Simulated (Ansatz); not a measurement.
# Cr3N2: the cost of one run

Program: Ansatz 0.2.0. Level of theory: DFT r2SCAN, scalar-relativistic, plane waves, PAW. These are calculated values, not measurements.

### Step 1. Starting point

Symmetry: I4/mmm, No. 139, tetragonal system. The conventional cell has a = 2.865 Å, b = 2.865 Å, c = 11.535 Å, α = 90.00°, β = 90.00°, γ = 90.00°. Cr (site symmetry 4/mmm) has 2 N at 1.94 Å as nearest neighbours. Cr (site symmetry 4mm) is surrounded by 5 N at 2.03 to 2.06 Å. N (site symmetry 4mm) is surrounded by 6 Cr at 1.94 to 2.06 Å.

As a file:

```
Cr N
1.0
     0.00000   -2.86536    0.00000
     2.86536    0.00000    0.00000
    -1.43268    1.43268    5.76767
Cr N
3 2
Direct
  0.00000 0.00000 0.00000
  0.65315 0.65315 0.30631
  0.34685 0.34685 0.69369
  0.83165 0.83165 0.66330
  0.16835 0.16835 0.33670
```

The structure comes from the Materials Project (structure only).

### Step 2. Self-consistent density

Contents of input.yaml:

```yaml
crystal:
  lattice:
    - [0.0, -2.8653578978, 0.0]
    - [2.8653578978, 0.0, 0.0]
    - [-1.4326789489, 1.4326789489, 5.767675]
  atoms:
    - { symbol: Cr, position: [0.0, 0.0, 0.0], spin: -3.0 }
    - { symbol: Cr, position: [0.6531535, 0.6531535, 0.306307], spin: 3.0 }
    - { symbol: Cr, position: [0.3468465, 0.3468465, 0.693693], spin: 3.0 }
    - { symbol: "N", position: [0.8316505, 0.8316505, 0.663301] }
    - { symbol: "N", position: [0.1683495, 0.1683495, 0.336699] }
magnetization:
  spin_polarized: true
basis:
  ecutwfc: 500
  fft_grid_basis: typed
kpoints:
  mp_grid: { grid: [10, 10, 10] }
hamiltonian:
  xc: r2scan
  pseudopotentials: { kind: paw }
scf:
  occupations: { method: gaussian, width: 0.05 }
output:
  forces: true
  stress: true
  eigenvalues: true
  bader: true
  write_density: true
  volumetric_format: npy
  populations: true
  elf: true
```

Command:

```
$ ansatz run input.yaml --threads 2 --pin off --max-ram 4096MiB --backend cpu --events-out ev --progress --plain --runs-dir out
```

Q: Estimate wall time and peak memory on 2 threads of Arm Neoverse N1, shared host.

About 2.1 min, with a peak of 0.71 GiB.
